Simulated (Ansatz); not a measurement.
# C2H11NSi2: up Jacob's ladder to CCSD(T)

One table from this session's results is given with a row withheld; the runs are named, their logs left out.

The runs use Ansatz 0.2.0, Gaussian basis; functionals in def2-TZVPP, the program's frozen cores in correlated methods.

Levels to be run: LDA (SPW92), PBE-D4, revPBE-D4, BLYP-D4, r2SCAN-D4, B97M-V, PBE0-D4, B3LYP-D4, r2SCANh-D4, r2SCAN0-D4, HSE06-D4, BHLYP-D4, CAM-B3LYP-D4, LC-ωPBE, ωB97X-V, ωB97M-V, B2PLYP, PBE-QIDH; CCSD(T)/def2-SVP; CCSD(T)/def2-TZVPP; MP2/def2-QZVPP; extrapolation to the limit; RPA on PBE.

## The relaxed structure

An earlier PBE0-D4 in a triple-zeta def2 set relaxation fixed the geometry.

SMILES `CC[SiH](N)[SiH3]`, 16 atoms, charge 0, spin multiplicity 1.

Atoms are counted from 1 here; the program's logs count them from 0.

Bond lengths: C1–C2 1.527 Å, C1–H6 1.093 Å, C1–H7 1.093 Å, C1–H8 1.094 Å, C2–Si3 1.876 Å, C2–H9 1.096 Å, C2–H10 1.095 Å, Si3–N4 1.729 Å, Si3–Si5 2.344 Å, Si3–H11 1.501 Å, N4–H12 1.008 Å, N4–H13 1.009 Å, Si5–H14 1.490 Å, Si5–H15 1.491 Å, Si5–H16 1.490 Å. Angles: C2–C1–H6 111.6°, C2–C1–H7 111.4°, C2–C1–H8 111.5°, H6–C1–H7 107.0°, H6–C1–H8 107.4°, H7–C1–H8 107.6°, C1–C2–Si3 113.4°, C1–C2–H9 110.2°, C1–C2–H10 110.3°, Si3–C2–H9 107.7°, Si3–C2–H10 108.5°, H9–C2–H10 106.5°, C2–Si3–N4 109.1°, C2–Si3–Si5 112.0°, C2–Si3–H11 106.8°, N4–Si3–Si5 107.3°, N4–Si3–H11 114.0°, Si5–Si3–H11 107.8° and more.

Set-up of the first run:

in.yaml

```yaml
crystal:
  periodic: [false, false, false]
  atoms:
    - {symbol: C, position_ang: [-0.967451, 0.110173, -2.156871]}
    - {symbol: C, position_ang: [-0.911145, 0.573723, -0.703114]}
    - {symbol: Si, position_ang: [0.626838, -0.001227, 0.203548]}
    - {symbol: N, position_ang: [0.705168, -1.727682, 0.143971]}
    - {symbol: Si, position_ang: [0.597908, 0.616394, 2.464307]}
    - {symbol: H, position_ang: [-1.854688, 0.493134, -2.667892]}
    - {symbol: H, position_ang: [-1.004103, -0.980444, -2.226798]}
    - {symbol: H, position_ang: [-0.093150, 0.448851, -2.719688]}
    - {symbol: H, position_ang: [-0.936206, 1.668329, -0.654240]}
    - {symbol: H, position_ang: [-1.790418, 0.218516, -0.155951]}
    - {symbol: H, position_ang: [1.794768, 0.684845, -0.444047]}
    - {symbol: H, position_ang: [1.318985, -2.212175, 0.779255]}
    - {symbol: H, position_ang: [0.702539, -2.190030, -0.752465]}
    - {symbol: H, position_ang: [-0.674992, 0.209012, 3.121950]}
    - {symbol: H, position_ang: [1.720878, -0.026468, 3.205538]}
    - {symbol: H, position_ang: [0.742070, 2.092250, 2.606697]}
basis:
  gaussian: {orbitals: def2-TZVPP}
hamiltonian: {xc: lda}
output: {orbitals: {seedname: orbitals}}
```

Command:

```console
> ansatz run in.yaml --threads 2 --pin off --events-out ev --progress --plain --max-ram 32768MiB --backend cuda --devices 0, --max-vram 18GiB
```

Steps of the session up to this table: LDA; PBE-D4 (GGA); revPBE-D4 (GGA); BLYP-D4 (GGA); r2SCAN-D4 (meta-GGA); B97M-V (meta-GGA); PBE0-D4 (hybrid); B3LYP-D4 (hybrid); r2SCANh-D4 (hybrid); r2SCAN0-D4 (hybrid); HSE06-D4 (hybrid); BHLYP-D4 (hybrid); CAM-B3LYP-D4 (range-separated); LC-ωPBE (range-separated); ωB97X-V (range-separated); ωB97M-V (range-separated); B2PLYP (double hybrid); PBE-QIDH (double hybrid).

One of the session's tables, all rows but one given; the rest of the session is left out.

It belongs to the step «Orbital energies across the functionals». 

| functional | HOMO (eV) | gap (eV) |
| --- | --- | --- |
| LDA (SPW92) | -6.00 | 5.12 |
| PBE-D4 | -5.88 | 5.19 |
| revPBE-D4 | -5.83 | 5.24 |
| BLYP-D4 | -5.78 | 5.21 |
| r2SCAN-D4 | -6.18 | 5.84 |
| B97M-V | -6.32 | 5.70 |
| PBE0-D4 | -7.24 | 7.39 |
| B3LYP-D4 | -7.04 | 6.96 |
| r2SCANh-D4 | -6.69 | 6.64 |
| r2SCAN0-D4 | -7.45 | 7.81 |
| HSE06-D4 | -6.84 | 6.61 |
| BHLYP-D4 | -8.52 | 9.48 |
| CAM-B3LYP-D4 | -8.65 | 9.76 |
| LC-ωPBE | -9.99 | 12.29 |
| ωB97X-V | ? | ? |
| ωB97M-V | -9.52 | 11.28 |

Estimate the missing values for ωB97X-V.

**Answer.** HOMO (eV): -9.66; gap (eV): 11.77. In the column «HOMO (eV)» it lies between LC-ωPBE (-9.99) and ωB97M-V (-9.52).
